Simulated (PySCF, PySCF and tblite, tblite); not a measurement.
**C₅H₁₅AlOSe: conformers and averaged spectra**

Which conformers does C₅H₁₅AlOSe (`CC[C@H]([Se]C)[O+](C)[AlH3-]`) populate, and what do their averaged NMR parameters look like?

Programs: PySCF 2.14.0 with density-fitted response routines of our own, and tblite 0.8.0. All values are computed, except where a source is named. Atoms count from 0 throughout.

### 1 The starting structure

23 atoms, charge 0, multiplicity 1; geometry from: UFF geometry.

Bonds of the start (Å): Al7–H20 1.60, Al7–H21 1.59, Al7–H22 1.60, C0–C1 1.52, C0–H10 1.11, C0–H8 1.11, C0–H9 1.12, C1–C2 1.53, C1–H11 1.11, C1–H12 1.12, C2–H13 1.12, C2–O5 1.43, C2–Se3 2.00, C4–H14 1.10, C4–H15 1.11, C4–H16 1.11, C6–H17 1.11, C6–H18 1.12, C6–H19 1.10, O5–Al7 1.90, O5–C6 1.42, Se3–C4 1.96.

### 2 GFN2-xTB relaxation, conformer 1

Job settings and geometry (Å):

```
{"job": {"xc": "GFN2-xTB", "basis": "xTB", "kind": "relax"}, "charge": 0, "multiplicity": 1}
C     -1.815700    -1.686900     0.614000
C     -0.559000    -1.396900    -0.196000
C     -0.489200     0.057500    -0.672300
Se     0.977500     0.430300    -1.972900
C      2.249200    -0.937800    -1.363200
O     -0.599900     0.992200     0.409700
C     -0.969700     2.281800    -0.063600
Al     0.935300     1.152700     1.512100
H     -1.838900    -2.756300     0.915200
H     -2.729600    -1.472800     0.005600
H     -1.853600    -1.062900     1.532200
H     -0.543500    -2.082800    -1.064900
H      0.316400    -1.644100     0.457400
H     -1.404100     0.158000    -1.315600
H      1.852400    -1.941700    -1.580700
H      2.465400    -0.830100    -0.277600
H      3.198200    -0.801200    -1.929900
H     -0.186900     2.734400    -0.700800
H     -1.179400     2.963500     0.800500
H     -1.917100     2.232800    -0.627200
H      0.629700     2.205400     2.677400
H      2.170100     1.678900     0.655900
H      1.287500    -0.247100     2.195000
```

Started as:

```
OMP_NUM_THREADS=1 python ens_run.py task.json out
```

The driver reads the study from task.json and runs its stages one after another.

The log of the run:

```text
step      E/eV     max force
  0    -725.72908    2.166
  1    -725.92881    1.659
  2    -726.07756    0.843
  3    -726.13626    0.493
  4    -726.18628    0.422
  5    -726.21266    0.372
  6    -726.23268    0.359
  7    -726.24808    0.373
  8    -726.26446    0.312
  9    -726.28009    0.287
 10    -726.29591    0.302
 11    -726.31187    0.290
 12    -726.32770    0.271
 13    -726.34240    0.242
 14    -726.35438    0.286
 15    -726.36208    0.220
 16    -726.36741    0.166
 17    -726.37285    0.163
 18    -726.37954    0.243
 19    -726.38759    0.269
 20    -726.39598    0.247
 21    -726.40327    0.181
 22    -726.40905    0.183
 23    -726.41422    0.176
 24    -726.41929    0.167
 25    -726.42486    0.159
 26    -726.43211    0.206
 27    -726.44191    0.282
 28    -726.45417    0.323
 29    -726.46764    0.278
 30    -726.48038    0.266
 31    -726.49116    0.249
 32    -726.50124    0.330
 33    -726.50846    0.428
 34    -726.52044    0.312
 35    -726.53001    0.199
 36    -726.54152    0.214
 37    -726.54699    0.238
 38    -726.55618    0.196
 39    -726.56339    0.169
 40    -726.56924    0.183
 41    -726.57507    0.207
 42    -726.57907    0.164
 43    -726.58323    0.108
 44    -726.58647    0.113
 45    -726.58954    0.116
 46    -726.59208    0.121
 47    -726.59465    0.109
 48    -726.59674    0.079
 49    -726.59807    0.080
 50    -726.59894    0.074
 51    -726.59980    0.062
 52    -726.60075    0.060
 53    -726.60157    0.058
 54    -726.60215    0.050
 55    -726.60260    0.044
 56    -726.60308    0.045
 57    -726.60362    0.055
 58    -726.60417    0.062
 59    -726.60476    0.060
 60    -726.60546    0.061
 61    -726.60630    0.055
 62    -726.60719    0.063
 63    -726.60808    0.061
 64    -726.60895    0.065
 65    -726.60972    0.057
 66    -726.61037    0.056
 67    -726.61103    0.071
 68    -726.61186    0.067
 69    -726.61293    0.074
 70    -726.61406    0.065
 71    -726.61506    0.073
 72    -726.61597    0.067
 73    -726.61692    0.067
 74    -726.61796    0.062
 75    -726.61897    0.070
 76    -726.61995    0.067
 77    -726.62111    0.071
 78    -726.62247    0.077
 79    -726.62372    0.067
 80    -726.62461    0.057
 81    -726.62533    0.060
 82    -726.62616    0.070
 83    -726.62719    0.086
 84    -726.62814    0.104
 85    -726.62873    0.089
 86    -726.62937    0.056
 87    -726.62995    0.040
 88    -726.62995    0.040
 89    -726.63014    0.031
 90    -726.63051    0.034
 91    -726.63070    0.039
 92    -726.63098    0.041
 93    -726.63117    0.029
 94    -726.63136    0.029
 95    -726.63156    0.038
 96    -726.63177    0.046
 97    -726.63197    0.045
 98    -726.63214    0.026
 99    -726.63228    0.023
100    -726.63239    0.028
101    -726.63252    0.037
102    -726.63267    0.033
103    -726.63285    0.032
104    -726.63303    0.031
105    -726.63319    0.036
106    -726.63334    0.040
107    -726.63347    0.027
108    -726.63359    0.022
109    -726.63369    0.022
110    -726.63380    0.028
111    -726.63395    0.027
112    -726.63409    0.025
113    -726.63422    0.024
114    -726.63432    0.028
115    -726.63444    0.031
116    -726.63456    0.025
117    -726.63468    0.023
118    -726.63478    0.021
119    -726.63487    0.024
120    -726.63498    0.027
121    -726.63511    0.026
122    -726.63522    0.023
123    -726.63530    0.021
124    -726.63537    0.016
125    -726.63543    0.016
126    -726.63549    0.014
127    -726.63553    0.017
128    -726.63557    0.015
129    -726.63562    0.016
130    -726.63565    0.014
131    -726.63568    0.012
132    -726.63571    0.012
133    -726.63573    0.015
134    -726.63576    0.013
135    -726.63579    0.016
136    -726.63582    0.014
137    -726.63585    0.010
138    -726.63588    0.010
139    -726.63590    0.009
140    -726.63591    0.010
141    -726.63592    0.008
142    -726.63593    0.007
143    -726.63594    0.004
144    -726.63594    0.005
145    -726.63595    0.005
146    -726.63595    0.004
147    -726.63595    0.004
148    -726.63596    0.005
149    -726.63596    0.005
150    -726.63597    0.005
151    -726.63597    0.005
152    -726.63598    0.006
153    -726.63599    0.009
154    -726.63599    0.008
155    -726.63600    0.007
156    -726.63601    0.005
157    -726.63601    0.005
158    -726.63602    0.004
159    -726.63602    0.005
160    -726.63603    0.005
161    -726.63603    0.005
162    -726.63603    0.006
163    -726.63604    0.005
164    -726.63604    0.004
```

Wall time 1.6 s (1 thread of Arm Neoverse V1, shared host).

The energy fell by 0.907 eV, and the atoms moved 0.62 Å (root mean square).

**GFN2-xTB relaxation, conformer 2**

Job settings and geometry (Å):

```
{"job": {"xc": "GFN2-xTB", "basis": "xTB", "kind": "relax"}, "charge": 0, "multiplicity": 1}
C      1.248000     2.208300    -0.978400
C      0.689400     0.788600    -1.071800
C     -0.514800     0.554300    -0.134500
Se    -0.123000     0.637700     1.808500
C      1.706100    -0.062100     1.824100
O     -1.288800    -0.586500    -0.558500
C     -2.582800    -0.565500     0.014300
Al    -0.483600    -2.260500    -0.254100
H      2.141100     2.300800    -1.624400
H      1.522400     2.467700     0.066400
H      0.472100     2.934300    -1.331600
H      1.502700     0.061000    -0.840900
H      0.375400     0.604600    -2.103100
H     -1.152100     1.460600    -0.304900
H      2.024500    -0.196200     2.870500
H      2.394600     0.665900     1.354200
H      1.772700    -1.032100     1.301500
H     -3.215900    -1.373600    -0.429700
H     -3.112000     0.386100    -0.206200
H     -2.556100    -0.708500     1.128200
H     -1.408400    -3.393900    -0.904700
H     -0.374800    -2.540500     1.311400
H      0.958500    -2.323500    -0.926400
```

The log of the run:

```text
step      E/eV     max force
  0    -725.75043    2.240
  1    -725.95043    1.700
  2    -726.10032    0.839
  3    -726.15366    0.526
  4    -726.20684    0.420
  5    -726.23011    0.319
  6    -726.24768    0.354
  7    -726.26300    0.362
  8    -726.27966    0.298
  9    -726.29496    0.295
 10    -726.30981    0.319
 11    -726.32542    0.290
 12    -726.34174    0.307
 13    -726.35658    0.252
 14    -726.36734    0.233
 15    -726.37379    0.182
 16    -726.37861    0.137
 17    -726.38381    0.151
 18    -726.39013    0.187
 19    -726.39732    0.220
 20    -726.40431    0.196
 21    -726.41017    0.151
 22    -726.41492    0.149
 23    -726.41910    0.140
 24    -726.42325    0.137
 25    -726.42820    0.163
 26    -726.43508    0.182
 27    -726.44486    0.259
 28    -726.45715    0.301
 29    -726.47001    0.270
 30    -726.48164    0.271
 31    -726.49061    0.231
 32    -726.49793    0.353
 33    -726.50507    0.294
 34    -726.51406    0.282
 35    -726.52361    0.163
 36    -726.52773    0.169
 37    -726.53305    0.196
 38    -726.53861    0.171
 39    -726.54424    0.156
 40    -726.54866    0.118
 41    -726.55170    0.143
 42    -726.55410    0.109
 43    -726.55638    0.113
 44    -726.55951    0.114
 45    -726.56213    0.128
 46    -726.56470    0.135
 47    -726.56689    0.123
 48    -726.56862    0.110
 49    -726.56996    0.101
 50    -726.57125    0.097
 51    -726.57246    0.079
 52    -726.57338    0.052
 53    -726.57398    0.041
 54    -726.57446    0.042
 55    -726.57501    0.051
 56    -726.57562    0.060
 57    -726.57618    0.060
 58    -726.57667    0.054
 59    -726.57711    0.055
 60    -726.57754    0.054
 61    -726.57798    0.050
 62    -726.57845    0.040
 63    -726.57896    0.043
 64    -726.57953    0.046
 65    -726.58003    0.047
 66    -726.58042    0.043
 67    -726.58083    0.041
 68    -726.58142    0.058
 69    -726.58224    0.080
 70    -726.58320    0.078
 71    -726.58406    0.057
 72    -726.58477    0.054
 73    -726.58542    0.059
 74    -726.58601    0.055
 75    -726.58647    0.046
 76    -726.58683    0.046
 77    -726.58720    0.042
 78    -726.58758    0.047
 79    -726.58789    0.046
 80    -726.58810    0.031
 81    -726.58810    0.031
 82    -726.58818    0.029
 83    -726.58840    0.020
 84    -726.58846    0.021
 85    -726.58866    0.029
 86    -726.58878    0.029
 87    -726.58893    0.028
 88    -726.58907    0.026
 89    -726.58924    0.031
 90    -726.58942    0.033
 91    -726.58961    0.032
 92    -726.58978    0.033
 93    -726.58993    0.030
 94    -726.59006    0.033
 95    -726.59018    0.026
 96    -726.59029    0.030
 97    -726.59039    0.024
 98    -726.59048    0.025
 99    -726.59057    0.028
100    -726.59066    0.026
101    -726.59075    0.027
102    -726.59083    0.020
103    -726.59091    0.028
104    -726.59100    0.031
105    -726.59112    0.028
106    -726.59124    0.026
107    -726.59134    0.024
108    -726.59141    0.026
109    -726.59148    0.021
110    -726.59156    0.024
111    -726.59164    0.021
112    -726.59174    0.025
113    -726.59183    0.027
114    -726.59194    0.022
115    -726.59206    0.031
116    -726.59219    0.034
117    -726.59232    0.026
118    -726.59243    0.024
119    -726.59251    0.021
120    -726.59260    0.019
121    -726.59270    0.021
122    -726.59280    0.023
123    -726.59289    0.021
124    -726.59298    0.019
125    -726.59306    0.022
126    -726.59314    0.019
127    -726.59321    0.018
128    -726.59328    0.018
129    -726.59334    0.017
130    -726.59341    0.020
131    -726.59348    0.021
132    -726.59355    0.021
133    -726.59362    0.018
134    -726.59370    0.020
135    -726.59376    0.015
136    -726.59379    0.015
137    -726.59381    0.013
138    -726.59384    0.013
139    -726.59389    0.014
140    -726.59393    0.011
141    -726.59396    0.011
142    -726.59399    0.012
143    -726.59401    0.012
144    -726.59403    0.009
145    -726.59405    0.009
146    -726.59406    0.007
147    -726.59408    0.008
148    -726.59409    0.009
149    -726.59411    0.013
150    -726.59414    0.013
151    -726.59416    0.012
152    -726.59418    0.011
153    -726.59420    0.011
154    -726.59422    0.011
155    -726.59423    0.009
156    -726.59424    0.008
157    -726.59425    0.010
158    -726.59426    0.012
159    -726.59428    0.010
160    -726.59429    0.007
161    -726.59430    0.007
162    -726.59431    0.007
163    -726.59432    0.007
164    -726.59433    0.006
165    -726.59433    0.005
166    -726.59434    0.005
167    -726.59434    0.005
168    -726.59434    0.004
```

Run time: 1.6 s. Hardware: 1 thread of Arm Neoverse V1, shared host.

The energy fell by 0.844 eV, and the atoms moved 0.54 Å (root mean square).

### 3 Shieldings, conformer 1: KT3/6-31G*

Job settings and geometry (Å):

```
{"job": {"xc": "KT3", "basis": "6-31G*", "kind": "nmr", "pop": true}, "charge": 0, "multiplicity": 1}
C     -1.774682    -1.501286     0.871453
C     -0.740155    -1.495377    -0.246368
C     -0.610020    -0.118874    -0.869744
Se     0.702356    -0.118182    -2.385913
C      2.302139    -0.536085    -1.354962
O     -0.218292     0.833812     0.077587
C     -0.536132     2.165145    -0.273566
Al     0.743092     0.822912     1.725841
H     -1.886269    -2.507163     1.266673
H     -2.742987    -1.161399     0.508406
H     -1.449491    -0.847755     1.683149
H     -1.021730    -2.197577    -1.034391
H      0.227600    -1.791910     0.160607
H     -1.561080     0.183770    -1.331685
H      2.360606    -1.607509    -1.182497
H      2.261600     0.011143    -0.411116
H      3.156263    -0.207415    -1.940878
H     -0.081077     2.425136    -1.234367
H     -0.123337     2.802626     0.509533
H     -1.619500     2.300672    -0.327247
H     -0.447730     1.415268     2.579653
H      1.886449     1.827947     1.293405
H      1.167624    -0.670915     1.926505
```

The log of the run:

```text
coarse grid: 81848 points
cycle   1  E = -2933.3468048979  dE = -4.291e-01  |g| = 6.896e-01  |ddm| = 4.168e+00
cycle   2  E = -2933.2028468776  dE =  1.440e-01  |g| = 1.078e+00  |ddm| = 1.678e+00
cycle   3  E = -2933.4514554560  dE = -2.486e-01  |g| = 1.913e-01  |ddm| = 1.082e+00
cycle   4  E = -2933.4590963991  dE = -7.641e-03  |g| = 5.220e-02  |ddm| = 2.455e-01
cycle   5  E = -2933.4596261122  dE = -5.297e-04  |g| = 1.824e-02  |ddm| = 6.845e-02
cycle   6  E = -2933.4597056798  dE = -7.957e-05  |g| = 6.982e-03  |ddm| = 2.928e-02
cycle   7  E = -2933.4597193598  dE = -1.368e-05  |g| = 1.558e-03  |ddm| = 9.713e-03
cycle   8  E = -2933.4597199587  dE = -5.989e-07  |g| = 2.561e-04  |ddm| = 1.927e-03
final grid: 172792 points
cycle   9  E = -2933.4597713699  dE = -3.026e-07  |g| = 3.502e-04  |ddm| = 4.000e-03
cycle  10  E = -2933.4597713260  dE =  4.392e-08  |g| = 5.475e-04  |ddm| = 1.067e-03
cycle  11  E = -2933.4597713984  dE = -7.242e-08  |g| = 1.020e-04  |ddm| = 7.164e-04
cycle  12  E = -2933.4597714011  dE = -2.709e-09  |g| = 1.599e-05  |ddm| = 1.319e-04
cycle  13  E = -2933.4597714012  dE = -6.548e-11  |g| = 5.030e-06  |ddm| = 2.477e-05
converged SCF energy = -2933.4597714012

GIAO shielding tensors (ppm)
atom      isotropic    diamagn.    paramagn.     s11        s22        s33       span
  0 C      177.938     250.442     -72.504    166.276    176.136    191.402     25.125
  1 C      158.968     249.734     -90.766    133.137    166.280    177.486     44.350
  2 C      100.970     245.547    -144.577     62.225    104.571    136.113     73.888
  3 Se    1649.731    3000.484   -1350.754   1258.540   1524.858   2165.793    907.253
  4 C      179.500     253.091     -73.591    165.981    179.659    192.860     26.879
  5 O      299.311     396.640     -97.329    275.420    305.267    317.246     41.826
  6 C      136.115     247.681    -111.566    103.391    118.615    186.340     82.950
  7 Al     469.184     800.488    -331.304    459.399    467.223    480.930     21.531
  8 H       31.408      30.223       1.185     26.857     28.675     38.691     11.834
  9 H       31.836      31.444       0.392     28.001     29.986     37.521      9.520
 10 H       30.753      32.085      -1.332     25.594     31.910     34.756      9.162
 11 H       30.388      31.798      -1.410     23.867     31.850     35.447     11.580
 12 H       29.406      33.984      -4.578     25.672     30.791     31.755      6.083
 13 H       27.823      32.081      -4.258     25.054     26.988     31.426      6.371
 14 H       30.080      31.332      -1.252     24.832     27.734     37.673     12.841
 15 H       30.006      33.062      -3.056     23.058     30.371     36.588     13.530
 16 H       30.900      29.916       0.984     25.374     27.652     39.673     14.299
 17 H       28.338      29.948      -1.610     23.452     27.915     33.645     10.193
 18 H       28.095      30.514      -2.419     22.998     27.262     34.023     11.026
 19 H       29.550      30.525      -0.976     25.458     26.802     36.388     10.929
 20 H       27.909      31.625      -3.716     24.331     26.273     33.122      8.790
 21 H       28.043      31.745      -3.701     24.627     27.036     32.468      7.840
 22 H       27.920      33.026      -5.106     24.496     27.836     31.428      6.931
```

Wall time 69 s (1 thread of Arm Neoverse V1, shared host); peak memory 0.95 GiB.

This run: HOMO -5.36 eV, LUMO -0.81 eV; dipole 3.27 D.

Orbitals, density, ELF and potential are computed afterwards from the orbital file.

Frontier orbitals at KT3/6-31G*, with the share of their density that lies nearest to each atom:

```
orbital  energy (eV)                    lies on
   HOMO        -5.36                   Se3 76 %
   LUMO        -0.81  Se3 49 %; C2 18 %; C4 6 %
```

ELF in a plane through or near 6 of the atoms.

Ten even steps from '0' (0.00) to '9' (1.00):
```
0000000000000000000000000000
0000000000000000000000000000
0000000000000000000000000000
0000000000000059950000000000
0000000000000189991000000000
0000000000000289971000000000
0000000000000135510000000000
0000000000016775100000000000
0000012221018648500000000000
0000046764102576200000000000
0000047835423221001210000000
0000025518836410046645530000
0000157757326500252199993000
0000145302567500275499994000
0000000001332100389647860000
0000000000000000277310000000
0000000000000000023100000000
0000000000000000000000000000
0000000000000000000000000000
0000000000000000000000000000
```
The map spans 11.8 Å across and 10.6 Å up, centred on the molecule. Atoms in the plane (x, y in Å): C0 (-2.4, -0.6), C1 (-1.1, -1.2), C4 (2.2, -1.6), O5 (0.1, 0.8), H16 (3.3, -1.7), H18 (0.8, 2.7).

On the surface of density 0.002 e/bohr³ the electrostatic potential runs, from the 1st to the 99th percentile, from -1.07 to 1.44 V.

### 4 Single-point energy, conformer 1: B3LYP/def2-SVP

The job, as its differences from that of step 3:

```diff
@@ -1,2 +1,2 @@
-{"job": {"xc": "KT3", "basis": "6-31G*", "kind": "nmr", "pop": true}, "charge": 0, "multiplicity": 1}
+{"job": {"xc": "B3LYP", "basis": "def2-SVP", "kind": "sp"}, "charge": 0, "multiplicity": 1}
 C     -1.774682    -1.501286     0.871453
```

The log of the run:

```text
coarse grid: 81848 points
cycle   1  E = -2918.1554370279  dE = -3.672e-01  |g| = 5.468e-01  |ddm| = 4.644e+00
cycle   2  E = -2918.1201660417  dE =  3.527e-02  |g| = 7.062e-01  |ddm| = 1.123e+00
cycle   3  E = -2918.2222488931  dE = -1.021e-01  |g| = 9.989e-02  |ddm| = 6.389e-01
cycle   4  E = -2918.2241989482  dE = -1.950e-03  |g| = 3.508e-02  |ddm| = 1.266e-01
cycle   5  E = -2918.2244756646  dE = -2.767e-04  |g| = 8.627e-03  |ddm| = 4.078e-02
cycle   6  E = -2918.2244897443  dE = -1.408e-05  |g| = 3.322e-03  |ddm| = 1.162e-02
cycle   7  E = -2918.2244927267  dE = -2.982e-06  |g| = 7.088e-04  |ddm| = 4.721e-03
final grid: 172792 points
cycle   8  E = -2918.2244493987  dE = -7.422e-08  |g| = 1.098e-03  |ddm| = 5.219e-03
cycle   9  E = -2918.2244488091  dE =  5.896e-07  |g| = 1.874e-03  |ddm| = 3.589e-03
cycle  10  E = -2918.2244497266  dE = -9.175e-07  |g| = 1.072e-04  |ddm| = 2.208e-03
cycle  11  E = -2918.2244497293  dE = -2.678e-09  |g| = 2.585e-05  |ddm| = 1.377e-04
cycle  12  E = -2918.2244497294  dE = -1.342e-10  |g| = 6.133e-06  |ddm| = 2.908e-05
converged SCF energy = -2918.2244497294
```

Wall time 24 s (1 thread of Arm Neoverse V1, shared host); peak memory 1 GiB.

Key values: HOMO -6.26 eV, LUMO 0.00 eV; dipole 3.58 D.

(Part 1 of 3 ends here.)
